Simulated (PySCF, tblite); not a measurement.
# C5H2ClFN2: infrared bands and NMR shifts

What infrared bands and NMR shifts should C5H2ClFN2 (`N#C/C(F)=C(\C#N)CCl`) show?

Programs: tblite 0.8.0 and PySCF 2.14.0, with density-fitted response routines of our own. Each step states its level of theory. These are calculated values for one molecule in the gas phase, unless marked as measured. Atoms count from 0, in the outputs and in this text.

### 1 The starting structure

11 atoms, charge 0, multiplicity 1; geometry from: GFN2-xTB.

Bonds of the start (Å): N0–C1 1.14, C1–C2 1.42, C2–F3 1.34, C2–C4 1.35, C4–C5 1.42, C5–N6 1.14, C4–C7 1.49, C7–Cl8 1.80, C7–H9 1.09, C7–H10 1.09.

### 2 Vibrational analysis with GFN2-xTB

The job: settings as JSON, then the geometry in Å.

```
{"job": {"kind": "ir", "xc": "GFN2-xTB", "basis": "xTB"}, "charge": 0, "multiplicity": 1}
N      3.296243    -0.508980    -0.465728
C      2.166998    -0.657408    -0.352246
C      0.769478    -0.847333    -0.207978
F      0.353586    -2.119622    -0.230184
C     -0.108981     0.166271    -0.069500
C      0.369800     1.498413    -0.066232
N      0.719733     2.588199    -0.072744
C     -1.573825    -0.038699     0.130077
Cl    -1.969090     0.364257     1.842989
H     -1.859262    -1.076471    -0.037526
H     -2.159256     0.634045    -0.496893
```

**Question.** This job is followed by: GIAO PBE0/pcSseg-1 NMR shielding, non-relativistic, gas phase. What will the session give for the following? strongest single infrared mode (GFN2-xTB); zero-point energy (GFN2-xTB); ¹³C shifts against TMS (PBE0/pcSseg-1); ¹H shifts against TMS (PBE0/pcSseg-1, means over atoms taken as alike); ¹⁵N shifts against NH3 (PBE0/pcSseg-1); ¹⁹F shifts against CFCl3 (PBE0/pcSseg-1); ³⁵Cl shifts against HCl (PBE0/pcSseg-1).

**Answer**, as computed:

| quantity | value |
| --- | --- |
| strongest single infrared mode (GFN2-xTB) | 2368 cm⁻¹, 93 km/mol |
| zero-point energy (GFN2-xTB) | 37.0 kcal/mol |
| ¹³C shifts against TMS (PBE0/pcSseg-1) | 152.9, 120.3, 118.0, 115.0, 45.0 ppm |
| ¹H shifts against TMS (PBE0/pcSseg-1, means over atoms taken as alike) | 4.43 ppm |
| ¹⁵N shifts against NH3 (PBE0/pcSseg-1) | 348.6, 345.1 ppm |
| ¹⁹F shifts against CFCl3 (PBE0/pcSseg-1) | -100.0 ppm |
| ³⁵Cl shifts against HCl (PBE0/pcSseg-1) | 169 ppm |

No mode is imaginary among the 27: a minimum at this level. The strongest single mode, at 2368 cm⁻¹, is carried by C1, N0, C5, N6. GFN2-xTB is a fitted tight-binding method: band positions and strengths are rough. Its intensities can rank the bands wrongly. At PBE0/pcSseg-1: Shielding is most anisotropic at Cl8 (span 513 ppm, paramagnetic term -364 ppm).
